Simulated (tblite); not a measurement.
# C5H15NSi3: the cost of one run

Computed with tblite 0.8.0 and PySCF 2.14.0, with density-fitted response routines of our own, on a single molecule in the gas phase. Atoms count from 0, in the outputs and in this text.

### Step 1. The molecule as given

24 atoms, charge 0, multiplicity 1; geometry from: force field or distance geometry start.

Bonds of the start (Å): C0–C1 1.19, C1–C2 1.50, C2–C3 1.54, C2–Si4 1.84, Si4–C5 1.87, C2–N6 1.41, N6–Si7 1.77, N6–Si8 1.79, C0–H9 1.06, C3–H10 1.13, C3–H11 1.09, C3–H12 1.12, Si4–H13 1.47, Si4–H14 1.48, C5–H15 1.10, C5–H16 1.10, C5–H17 1.11, Si7–H18 1.47, Si7–H19 1.49, Si7–H20 1.46, Si8–H21 1.48, Si8–H22 1.48, Si8–H23 1.46.

### Step 2. Relaxing the molecule with GFN2-xTB

What the job is given:

```
{"job": {"kind": "relax", "xc": "GFN2-xTB", "basis": "xTB"}, "charge": 0, "multiplicity": 1}
C     -0.534100     1.337100    -2.493300
C     -0.371700     1.020300    -1.353700
C     -0.144600     0.589000     0.066500
C     -0.770900     1.656800     0.980700
Si    -1.089800    -0.969200     0.329400
C     -2.285100    -1.353500    -1.057800
N      1.245800     0.555900     0.325800
Si     1.725400     0.074300     1.962400
Si     2.193200    -0.434900    -0.822500
H     -0.715600     1.620600    -3.499200
H     -1.790300     1.924300     0.583500
H     -0.093500     2.511000     1.045800
H     -0.875000     1.178000     1.983800
H     -0.245000    -2.150300     0.547100
H     -1.906500    -0.788100     1.545800
H     -1.890900    -2.175300    -1.669700
H     -2.443200    -0.441900    -1.656800
H     -3.232300    -1.698500    -0.596200
H      1.747000    -1.396500     2.016800
H      3.143900     0.496300     2.122100
H      0.853900     0.696800     2.948500
H      1.335100    -1.356800    -1.605100
H      3.101900    -1.276900    -0.013900
H      3.030800     0.401300    -1.682800
```

The run is started by

```bash
$ OMP_NUM_THREADS=1 python probes_run.py task.json out
```

This one command runs all jobs of the session in turn.

Q: Estimate the wall time and peak memory of this first job on 1 thread of Intel Xeon at 2.50GHz, shared host.

About 10 s, with a peak of 0.19 GiB.
